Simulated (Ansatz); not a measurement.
**C3H10Sn: up Jacob's ladder to CCSD(T)**

One table from this session's results is given with a row withheld; the runs are named, their logs left out.

Program: Ansatz 0.2.0, Gaussian basis. Level of theory: functionals in def2-TZVPP, the program's frozen cores in correlated methods. These are calculated values, not measurements.

Levels to be run: LDA (SPW92), PBE-D4, revPBE-D4, BLYP-D4, r2SCAN-D4, B97M-V, PBE0-D4, B3LYP-D4, r2SCANh-D4, r2SCAN0-D4, HSE06-D4, BHLYP-D4, CAM-B3LYP-D4, LC-ωPBE, ωB97X-V, ωB97M-V, B2PLYP, PBE-QIDH; CCSD(T)/def2-SVP; CCSD(T)/def2-TZVPP; MP2/def2-QZVPP; extrapolation to the limit; RPA on PBE.

### The geometry

An earlier PBE0-D4 in a triple-zeta def2 set relaxation fixed the geometry. Sn takes the def2 core potential; no spin-orbit term is included.

SMILES `[CH3][SnH]([CH3])[CH3]`, 14 atoms, charge 0, spin multiplicity 1.

Atoms are counted from 1 here; the program's logs count them from 0.

Bond lengths: C1–Sn2 2.145 Å, C1–H5 1.091 Å, C1–H6 1.091 Å, C1–H7 1.091 Å, Sn2–C3 2.145 Å, Sn2–C4 2.145 Å, Sn2–H8 1.719 Å, C3–H9 1.091 Å, C3–H10 1.091 Å, C3–H11 1.091 Å, C4–H12 1.091 Å, C4–H13 1.091 Å, C4–H14 1.091 Å. Angles: Sn2–C1–H5 110.4°, Sn2–C1–H6 110.4°, Sn2–C1–H7 110.0°, H5–C1–H6 108.7°, H5–C1–H7 108.7°, H6–C1–H7 108.7°, C1–Sn2–C3 109.6°, C1–Sn2–C4 109.6°, C1–Sn2–H8 109.3°, C3–Sn2–C4 109.6°, C3–Sn2–H8 109.3°, C4–Sn2–H8 109.3°, Sn2–C3–H9 110.4°, Sn2–C3–H10 110.4°, Sn2–C3–H11 110.0°, H9–C3–H10 108.7°, H9–C3–H11 108.7°, H10–C3–H11 108.7° and more.

The first run:

File in.yaml:

```yaml
crystal:
  periodic: [false, false, false]
  atoms:
    - {symbol: C, position_ang: [-1.380533, 1.370661, -0.570703]}
    - {symbol: Sn, position_ang: [-0.296140, -0.167691, 0.457950]}
    - {symbol: C, position_ang: [1.610109, 0.591117, 1.083254]}
    - {symbol: C, position_ang: [-0.009647, -1.843180, -0.850187]}
    - {symbol: H, position_ang: [-2.353374, 0.998521, -0.894183]}
    - {symbol: H, position_ang: [-1.535363, 2.229206, 0.083874]}
    - {symbol: H, position_ang: [-0.821480, 1.697033, -1.448956]}
    - {symbol: H, position_ang: [-1.190195, -0.669054, 1.838250]}
    - {symbol: H, position_ang: [2.171643, -0.180352, 1.611513]}
    - {symbol: H, position_ang: [1.479451, 1.445164, 1.748897]}
    - {symbol: H, position_ang: [2.187361, 0.910380, 0.214211]}
    - {symbol: H, position_ang: [0.557719, -1.536167, -1.730089]}
    - {symbol: H, position_ang: [-0.971953, -2.239966, -1.175879]}
    - {symbol: H, position_ang: [0.539402, -2.634970, -0.339155]}
basis:
  gaussian: {orbitals: def2-TZVPP}
hamiltonian: {xc: lda}
output: {orbitals: {seedname: orbitals}}
```

Among the steps run: LDA; PBE-D4 (GGA); revPBE-D4 (GGA); BLYP-D4 (GGA); r2SCAN-D4 (meta-GGA); B97M-V (meta-GGA); PBE0-D4 (hybrid); B3LYP-D4 (hybrid); r2SCANh-D4 (hybrid); r2SCAN0-D4 (hybrid); HSE06-D4 (hybrid); BHLYP-D4 (hybrid); CAM-B3LYP-D4 (range-separated); LC-ωPBE-D4 (range-separated; the results give it without D4); ωB97X-V (range-separated); ωB97M-V (range-separated); B2PLYP (double hybrid); PBE-QIDH (double hybrid).

One table of the session follows, with a row left open; its other results are not shown here.

It belongs to the step «Orbital energies across the functionals». 

| functional | HOMO (eV) | LUMO (eV) | gap (eV) |
| --- | --- | --- | --- |
| LDA (SPW92) | -6.81 | -0.16 | 6.65 |
| PBE-D4 | -6.65 | -0.03 | 6.62 |
| revPBE-D4 | -6.59 | 0.04 | 6.63 |
| BLYP-D4 | -6.51 | -0.05 | 6.46 |
| r2SCAN-D4 | -6.89 | 0.54 | 7.43 |
| B97M-V | -6.95 | 0.08 | 7.03 |
| PBE0-D4 | -7.83 | 0.79 | 8.62 |
| B3LYP-D4 | ? | ? | ? |
| r2SCANh-D4 | -7.33 | 0.82 | 8.15 |
| r2SCAN0-D4 | -7.99 | 1.21 | 9.20 |
| HSE06-D4 | -7.43 | 0.42 | 7.86 |
| BHLYP-D4 | -8.90 | 1.37 | 10.27 |
| CAM-B3LYP-D4 | -9.15 | 1.54 | 10.69 |
| LC-ωPBE | -10.51 | 2.63 | 13.14 |
| ωB97X-V | -10.14 | 2.46 | 12.60 |
| ωB97M-V | -10.02 | 1.97 | 11.98 |

**Question.** Estimate the row for B3LYP-D4.

Worked estimate for «HOMO (eV)». Against the share of exact exchange, BLYP-D4 (0, -6.51), BHLYP-D4 (0.5, -8.90) give a slope of -4.78 per unit share; at 0.2 the line stands at -7.47.

The run gave: HOMO (eV): -7.61; LUMO (eV): 0.45; gap (eV): 8.06. In «HOMO (eV)» the line misses by +0.14.
